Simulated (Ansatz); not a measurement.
# AlH₅N₂OSi: a ladder of functionals and wavefunction methods

The task here is to estimate one member of a computed series from the others.

Computed with Ansatz 0.2.0, Gaussian basis. Level: functionals in def2-TZVPP, the program's frozen cores in correlated methods.

The runs, in order: PBE-D4, r2SCAN-D4, PBE0-D4, B3LYP-D4, ωB97X-V, ωB97M-V, B2PLYP; CCSD(T)/def2-TZVPP; MP2/def2-QZVPP; extrapolation to the limit.

**The geometry**

The geometry comes from an earlier relaxation with PBE0-D4 in a triple-zeta def2 set; it is a stationary point, not always the lowest conformer.

10 atoms, charge 0, spin multiplicity 1.

Atoms are counted from 1 here; the program's logs count them from 0.

Bond lengths: N1–Si2 1.708 Å, N1–H6 1.006 Å, N1–H7 1.006 Å, Si2–N3 1.749 Å, Si2–Al4 2.309 Å, Si2–H8 1.493 Å, N3–Al4 1.781 Å, N3–H9 1.012 Å, Al4–O5 1.693 Å, O5–H10 0.955 Å. Angles: Si2–N1–H6 123.5°, Si2–N1–H7 121.5°, H6–N1–H7 112.7°, N1–Si2–N3 117.5°, N1–Si2–Al4 130.6°, N1–Si2–H8 101.9°, N3–Si2–Al4 49.7°, N3–Si2–H8 117.8°, Al4–Si2–H8 126.8°, Si2–N3–Al4 81.7°, Si2–N3–H9 128.9°, Al4–N3–H9 149.3°, Si2–Al4–N3 48.5°, Si2–Al4–O5 177.6°, N3–Al4–O5 132.5°, Al4–O5–H10 124.3°.

The first run:

File in.yaml:

```yaml
crystal:
  periodic: [false, false, false]
  atoms:
    - {symbol: N, position_ang: [-2.040466, 0.631898, -0.075993]}
    - {symbol: Si, position_ang: [-0.697231, -0.362022, -0.432087]}
    - {symbol: N, position_ang: [0.811259, 0.429419, -0.828304]}
    - {symbol: Al, position_ang: [1.374524, -0.506083, 0.578148]}
    - {symbol: O, position_ang: [2.864828, -0.585840, 1.377493]}
    - {symbol: H, position_ang: [-2.044993, 1.317311, 0.659760]}
    - {symbol: H, position_ang: [-2.965309, 0.399592, -0.396203]}
    - {symbol: H, position_ang: [-1.270612, -1.309051, -1.433391]}
    - {symbol: H, position_ang: [1.012939, 1.071197, -1.583919]}
    - {symbol: H, position_ang: [3.038362, -1.137621, 2.137596]}
basis:
  gaussian: {orbitals: def2-TZVPP}
hamiltonian: {xc: pbe, dispersion: d4}
output: {forces: true, orbitals: {seedname: orbitals}}
```

The run is started by

```console
> ansatz run in.yaml --threads 4 --pin off --events-out ev --progress --plain --max-ram 10444MiB
```

Among the steps run: PBE-D4 (GGA); r2SCAN-D4 (meta-GGA); PBE0-D4 (hybrid); B3LYP-D4 (hybrid); ωB97X-V (range-separated); ωB97M-V (range-separated); B2PLYP (double hybrid); CCSD(T) in def2-TZVPP; MP2 in def2-QZVPP.

One table of the session follows, with a row left open; its other results are not shown here.

It belongs to the step «Atomisation energies». 

| method | atomisation energy (kJ/mol) |
| --- | --- |
| PBE-D4 | 3564.6 |
| r2SCAN-D4 | 3497.2 |
| PBE0-D4 | 3470.3 |
| B3LYP-D4 | 3496.6 |
| ωB97X-V | 3518.9 |
| ωB97M-V | 3515.2 |
| B2PLYP | 3458.3 |
| HF/def2-TZVPP | 2320.5 |
| MP2/def2-TZVPP | 3458.3 |
| CCSD/def2-TZVPP | ? |
| CCSD(T)/def2-TZVPP | 3378.3 |
| MP2/CBS | 3592.0 |
| CCSD(T)/CBS | 3511.9 |

**Question.** Estimate the row for CCSD/def2-TZVPP.

**Answer.** atomisation energy (kJ/mol): 3311.4. In the column «atomisation energy (kJ/mol)» it lies between HF/def2-TZVPP (2320.5) and CCSD(T)/def2-TZVPP (3378.3).
